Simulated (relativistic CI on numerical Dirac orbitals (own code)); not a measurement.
# Hf⁷¹⁺: how the levels respond to the fine-structure constant and the nuclear radius

Aim: the factor q = dE/dx of each excitation energy, x = (α/α0)² − 1, by finite differences, and the field-shift factor by the mean square nuclear radius, for the lowest 4 levels.

Method: Dirac-Coulomb-Breit CI, KLI orbitals optimised for each configuration, derivatives by finite differences. Code: relativistic CI on numerical Dirac orbitals (own code) version 2.

* ion: Hf⁷¹⁺ (Hf LXXII)
* nuclear charge: 72
* electrons: 1
* isotope: A = 180
* first configuration: 1s

The outer shells:

1s1
```
1s [↑ ]
```

| quantity | value |
| --- | --- |
| lowest level | 1s 2S1/2 |
| largest q in size, lowest 4 levels | 5.092e+07 cm⁻¹ (2p 2P°3/2) |
| largest field-shift factor among them | -1.72e+05 GHz/fm² (2p 2P°3/2) |

In words: Among these levels the largest q belongs to 2p 2P°3/2, a change of configuration. K = 2q/E, the relative sensitivity of a level, hangs on the computed energy: between configurations that lie close it can be off by a factor of several.

Which input would start the first run of this session?

A: The one that was run. It is one of several that fit.

Settings of the run:

```ini
atom Hf  Z=72  charge=71  electrons=1
nucleus A=180  rms_radius_fm=5.3470
hamiltonian dirac-coulomb  breit=on  qed=off  c_scale=1
orbitals kli  potential=per-configuration
slater_scale 1
correlation none
mixing on
configurations
  1s
  2s
  2p
end
derivatives alpha2 +-0.01 radius +-1%
```
